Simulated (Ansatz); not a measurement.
Consider a check of PAW against all-electron LAPW of LaTl, space group Pm-3m (Ansatz's Python interface).

`paw_lapw_latl.py`:
```python
"""PAW against all-electron LAPW for LaTl."""

import ansatz as az
import numpy as np
from tabulate import tabulate


def count_gap(report):
    # lowest empty less highest filled band, counting bands; zero where they overlap
    return max(report.get("gap_by_band_count_ev") or 0.0, 0.0)


def main() -> None:
    lattice = az.Lattice.of(
        (3.936, 0.0, 0.0),
        (0.0, 3.936, 0.0),
        (0.0, 0.0, 3.936),
    )
    sites = [
        ("La", (0.0, 0.0, 0.0)),
        ("Tl", (0.5, 0.5, 0.5)),
    ]
    crystal = az.Crystal(lattice=lattice)
    for symbol, position in sites:
        crystal = crystal.atom(symbol, position)

    setup = crystal.calculation()
    setup = setup.functional("LDA")
    setup = setup.occupations(az.OccupationsMethod.FERMI_DIRAC)
    setup = setup.kpoints(8, 8, 8, center="gamma").stress()
    setup = setup.forces()
    setup = setup.band_table()
    variants = {
        "PAW": setup.pseudopotentials("paw", azcp={"folder": "soft_1"}),
        "LAPW": setup.pseudopotentials("all_electron", lapw=True),
    }
    # totals differ by the cores that each treatment holds, so compare what does not depend on them
    rows = []
    for label, variant in variants.items():
        data = variant.run(threads=1, backend="cpu").report
        levels = np.array(data["eigenvalues_ev"][0]) - data["fermi_energy_ev"]
        print(label, "levels at the first k-point near E_F:", np.round(levels[np.abs(levels) < 5], 3))
        rows.append((label, data["n_electrons"], np.trace(data["stress_gpa"]) / 3, count_gap(data)))
    print(tabulate(rows, headers=["treatment", "electrons in bands", "P GPa", "gap by band count eV"], floatfmt=".4f", tablefmt="plain"))


if __name__ == "__main__":
    main()
```

How well do the two treatments of the cores agree on the pressure?

PAW gives -2.404 GPa and LAPW -2.390 GPa, 0.014 GPa apart. They took 1.4 and 9.6 s of processor time.

The run itself:

```console
$ python paw_lapw_latl.py
DeckWarning: basis.ecutwfc = 420 eV, auto-derived from the records' recommended cutoffs: set by La (normal level)
DeckWarning: soft_1/La.paw.azcp: the record states the generating functional pbe (its physics header spells it `PBE`), which answers neither for hamiltonian.xc's functional nor for the lda family's — results may be inconsistent (PPs are generated against a specific XC)
DeckWarning: soft_1/Tl.paw.azcp: the record states the generating functional pbe (its physics header spells it `PBE`), which answers neither for hamiltonian.xc's functional nor for the lda family's — results may be inconsistent (PPs are generated against a specific XC)
PAW levels at the first k-point near E_F: [-0.308 -0.308  1.262  1.262  1.262  1.514]
LAPW levels at the first k-point near E_F: [-0.309 -0.309  1.278  1.278  1.278  1.537  1.537  1.537  1.718]
treatment      electrons in bands    P GPa    gap by band count eV
PAW                       24.0000  -2.4037                  0.0000
LAPW                      64.0000  -2.3895                  0.0000
```
(Warnings from the package without file and line.)

Caveats:
- The computed bands are complete only to about 1.4 eV above the Fermi level.
- A gap by band count of zero or less means overlapping bands, a metal.
- The PAW files read here were made with PBE, not with each functional that runs on them.
- The starting cell is as deposited in a crystallographic database; the results hold for this polymorph, which needn't be the stable one.
- Levels are Kohn-Sham eigenvalues on this mesh, without spin-orbit coupling.
- Pressure is positive in compression; the treatments may keep other shells as core, so totals and counts of electrons can differ.
- The whole script took 12 s on 1 thread of Intel(R) Xeon(R) Processor @ 2.30GHz, with other jobs on the host, peak memory 0.63 GiB.
